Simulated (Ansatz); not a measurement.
Runs of Ansatz 0.2.0 on CrN2. Symmetry: Pnnm, No. 58, orthorhombic system. Conventional cell: a = 3.902 Å, b = 4.810 Å, c = 2.784 Å, α = 90.00°, β = 90.00°, γ = 90.00°. Cr (site symmetry 2/m) is surrounded by 6 N at 2.04 to 2.05 Å. N (site symmetry m) has 1 N at 1.35 Å as nearest neighbours. The cell comes from a database or a generator and needn't be the stable form of this composition.

| cell | target pressure (GPa) | gap on the mesh (eV) | pressure (GPa) | moment (μB) |
| --- | --- | --- | --- | --- |
| relaxed | 0 | none | 0.0 | (b) |
| relaxed to 20 GPa | 20 | none | 20.0 | 4.10 |
| relaxed to 30 GPa | 30 | none | 30.0 | 4.08 |
| relaxed to 2 GPa | 2 | none | 2.0 | 4.17 |
| relaxed to 5 GPa | 5 | none | 5.0 | 4.16 |
| relaxed to 10 GPa | 10 | none | 10.0 | (a) |

Alike in all rows: task relaxation of cell and atoms; level PBEsol; potentials or basis Ansatz PAW; spin collinear, ferromagnetic start; k mesh 7 × 6 × 10; cutoff (eV) 420; smearing fermi-dirac 0.05 eV.

Fill in the values left out.

(a) 4.14; (b) 4.18.

Caveats: the plane-wave basis is chosen anew once the cell has moved, so the energies of steps on either side of that aren't comparable; only a ferromagnetic start was run, and an antiferromagnetic order may lie lower in energy; the PAW data sets come from PBE, with cores solved anew for the run's functional, which leaves a small shift of forces and pressure.

A gap of «none» marks a metal or a gap under the smearing width.
